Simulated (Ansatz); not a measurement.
# Mg2Zn (P6_3/mmc): equation of state with a fit in Python

Where is the equilibrium volume of Mg2Zn (P6_3/mmc), and how stiff is it? The task is an equation of state with a fit, for Mg2Zn (P6_3/mmc).

Computed with the Python package of Ansatz 0.2.0. Level of theory: DFT r2SCAN, plane waves, PAW.

### Step 1. Starting point

Symmetry: P6_3/mmc, No. 194, hexagonal system. The conventional cell has a = 3.088 Å, b = 3.088 Å, c = 14.527 Å, α = 90.00°, β = 90.00°, γ = 120.00°. Mg (site symmetry 3m) is surrounded by 3 Zn at 2.91 Å and 9 Mg at 3.09 to 3.21 Å. Zn (site symmetry -6m2) is surrounded by 6 Mg at 2.91 Å and 6 Zn at 3.09 Å.

The script holds or builds the structure itself.

### Step 2. The code

File eos_mg2zn.py:

```python
# -*- coding: utf-8 -*-
'''Equation of state of Mg2Zn.'''

import warnings

import ansatz as az
import numpy as np
from pymatgen.analysis.eos import EOS

VECTORS = np.array([
    [3.0882, 0.0, 0.0],
    [-1.5441, 2.67446, 0.0],
    [0.0, 0.0, 14.526551],
])
SITES = [
    ('Mg', (1 / 3, 2 / 3, 0.408177)),
    ('Mg', (1 / 3, 2 / 3, 0.091823)),
    ('Mg', (2 / 3, 1 / 3, 0.908177)),
    ('Mg', (2 / 3, 1 / 3, 0.591823)),
    ('Zn', (2 / 3, 1 / 3, 0.25)),
    ('Zn', (1 / 3, 2 / 3, 0.75)),
]


def build(cell):
    crystal = az.Crystal(lattice=az.Lattice.of(cell))
    for symbol, position in SITES:
        crystal = crystal.atom(symbol, position)
    return crystal


def main():
    warnings.simplefilter('ignore', az.DeckWarning)

    # uniform scaling of the cell
    volumes, energies, pressures = [], [], []
    for scale in np.linspace(0.94, 1.06, 7):
        cell = VECTORS * scale ** (1 / 3)
        job = (
            build(cell).calculation()
            .functional(az.Functional.R2SCAN)
            .pseudopotentials('paw')
            .basis(550)
            .occupations('fermi_dirac', width=50 * az.meV)
            .kpoints(9, 9, 2)
            .stress()
        )
        rep = job.run().report
        volumes.append(abs(np.linalg.det(cell)) / len(SITES))
        energies.append(rep['free_energy_ev'] / len(SITES))
        pressures.append(np.trace(rep['stress_gpa']) / 3)
        print(f'V = {volumes[-1]:8.4f} A^3/atom  F = {energies[-1]:.5f} eV/atom  P = {pressures[-1]:8.3f} GPa')

    for form in ['murnaghan', 'birch_murnaghan', 'vinet']:
        fit = EOS(eos_name=form).fit(volumes, energies)
        print(f'{form:18s} V0 {fit.v0:8.4f} A^3/atom  B0 {fit.b0_GPa:7.1f} GPa  B1 {fit.b1:5.2f}')


if __name__ == '__main__':
    main()
```

### Step 3. The calls as engine input

The package turns the script's settings into the engine's input (first run):

```yaml
crystal:
  lattice:
    - [3.025157820935397, 0.0, 0.0]
    - [-1.5125789104676985, 2.6198638643154206, 0.0]
    - [0.0, 0.0, 14.230007567148148]
  atoms:
    - { symbol: Mg, position: [0.3333333333333333, 0.6666666666666666, 0.408177] }
    - { symbol: Mg, position: [0.3333333333333333, 0.6666666666666666, 0.091823] }
    - { symbol: Mg, position: [0.6666666666666666, 0.3333333333333333, 0.908177] }
    - { symbol: Mg, position: [0.6666666666666666, 0.3333333333333333, 0.591823] }
    - { symbol: Zn, position: [0.6666666666666666, 0.3333333333333333, 0.25] }
    - { symbol: Zn, position: [0.3333333333333333, 0.6666666666666666, 0.75] }
basis:
  ecutwfc: 550.0
kpoints:
  mp_grid:
    grid: [9, 9, 2]
hamiltonian:
  xc: r2scan
  pseudopotentials:
    kind: paw
scf:
  occupations:
    method: fermi_dirac
    width: 0.05
output:
  stress: true
```

### Step 4. The run

The run is started by

```bash
$ python eos_mg2zn.py
```

**Question.** Estimate the equilibrium volume and the bulk modulus.

**Answer**, as computed:

| quantity | value |
| --- | --- |
| runs compared | 7 |
| range of energy | 19.44 meV/atom |
| lowest point, volume (Å³/atom) | 19.597 |
| equilibrium volume (fit) | 19.46 Å³/atom |
| bulk modulus (fit) | 47 GPa |

**Reading.** A third-order Birch-Murnaghan fit through the 7 points has its minimum at 19.46 Å³ an atom, 2.7 % below the typed cell, with a bulk modulus of 47 GPa and dB/dP = 4.3. From that minimum the energy rises by 3.5 meV an atom on the compressed side and 19.6 meV on the expanded side. Caveats:
- Shape and fractional positions are held along the curve, so the bulk modulus is an upper value where they are free to relax.
- For a metal this k-point mesh is coarse: on a finer one energies can move by several to tens of meV an atom and pressures by half a GPa or more, differences at one mesh by less.
- Pressure is positive in compression.
- The structure comes from a database of computed cells and needn't be a stable or known phase.
